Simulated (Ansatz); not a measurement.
**CH6AlFOSSi: a nudged elastic band in two tries**

Wanted: a band of images between two relaxed ends, and a check that the input is sound. SMILES of the start: C[Si](O)(F)[S][AlH2].

Program: Ansatz 0.2.0. Level of theory: RKS PBE-D4/STO-3G. These are calculated values, not measurements.

**1. Starting point**

Bond lengths: C1–Si2 1.891 Å, Si2–O3 1.713 Å, Si2–F4 1.782 Å, Si2–S5 2.073 Å, F4–Al6 1.851 Å, S5–Al6 2.217 Å, C1–H7 1.103 Å, C1–H8 1.103 Å, C1–H9 1.104 Å, O3–H10 1.034 Å, Al6–H11 1.511 Å, Al6–H12 1.512 Å. Angles (14 of 21 angles, heavy atoms first): C1–Si2–O3 110.6°, C1–Si2–F4 103.7°, C1–Si2–S5 124.1°, O3–Si2–F4 103.8°, O3–Si2–S5 115.8°, F4–Si2–S5 93.9°, Si2–F4–Al6 98.6°, Si2–S5–Al6 79.9°, F4–Al6–S5 87.5°, Si2–C1–H7 110.8°, Si2–C1–H8 110.8°, Si2–C1–H9 111.7°, Si2–O3–H10 103.9°, F4–Al6–H11 105.7°.

As a file:

```xyz
12

C    -0.1114   -1.8460    0.1025
Si    0.4423   -0.0732    0.4592
O     0.5533    0.1958    2.1476
F    -0.9560    0.9130   -0.0387
S     1.7859    0.9835   -0.7135
Al   -0.0996    2.0165   -1.2537
H     0.6936   -2.5622    0.3394
H    -0.3651   -1.9702   -0.9636
H    -1.0000   -2.1229    0.6965
H     0.0803   -0.6254    2.5614
H    -0.2603    3.4186   -0.7145
H    -0.6862    1.6172   -2.5886
```

**2. First try**

File input.yaml:

```yaml
crystal:
  periodic: [false, false, false]
  atoms:
    - { symbol: C, position_ang: [-0.11136, -1.846049, 0.102539] }
    - { symbol: Si, position_ang: [0.442264, -0.073155, 0.459155] }
    - { symbol: O, position_ang: [0.553308, 0.195768, 2.147608] }
    - { symbol: F, position_ang: [-0.955954, 0.913012, -0.038727] }
    - { symbol: S, position_ang: [1.785908, 0.983503, -0.71349] }
    - { symbol: Al, position_ang: [-0.099573, 2.016517, -1.253672] }
    - { symbol: H, position_ang: [0.693603, -2.562231, 0.339424] }
    - { symbol: H, position_ang: [-0.365074, -1.970175, -0.963649] }
    - { symbol: H, position_ang: [-0.999993, -2.122942, 0.696477] }
    - { symbol: H, position_ang: [0.080271, -0.625354, 2.561397] }
    - { symbol: H, position_ang: [-0.260251, 3.418594, -0.714499] }
    - { symbol: H, position_ang: [-0.686249, 1.617212, -2.588565] }
basis:
  gaussian: { orbitals: STO-3G }
hamiltonian:
  xc: pbe
  dispersion: d4
neb:
  order_check: false
  images: 9
  f_tol: 0.05
  max_iterations: 8
  initial_path: idpp
  final_atoms:
    - { symbol: C, position_ang: [-0.13005233, -1.84806259, 0.09316068] }
    - { symbol: Si, position_ang: [0.48877829, -0.08801445, 0.40334949] }
    - { symbol: O, position_ang: [0.79342244, 0.15916849, 2.07138678] }
    - { symbol: F, position_ang: [-0.94051288, 0.92410385, 0.07575238] }
    - { symbol: S, position_ang: [1.70957402, 0.96333566, -0.90096334] }
    - { symbol: Al, position_ang: [-0.20486228, 2.03804525, -1.20743946] }
    - { symbol: H, position_ang: [-0.95567835, -2.11511773, 0.77613554] }
    - { symbol: H, position_ang: [0.68296792, -2.57984506, 0.23847602] }
    - { symbol: H, position_ang: [-0.49733946, -1.95835092, -0.94121318] }
    - { symbol: H, position_ang: [0.3539286, -0.65776553, 2.52813404] }
    - { symbol: H, position_ang: [-0.27881968, 3.43106794, -0.62741475] }
```

Started as:

```console
$ ansatz run input.yaml --threads 1 --pin off --max-ram 2048MiB --backend cpu --events-out ev --progress --plain --runs-dir out
```

Before running it: what results should come out? Wanted: first try.

As calculated:

| quantity | value |
| --- | --- |
| first try | refused |
| cause | the second end lists one atom fewer than the first |

What this shows: The fault in the first input was caught at the input check and cost nothing.
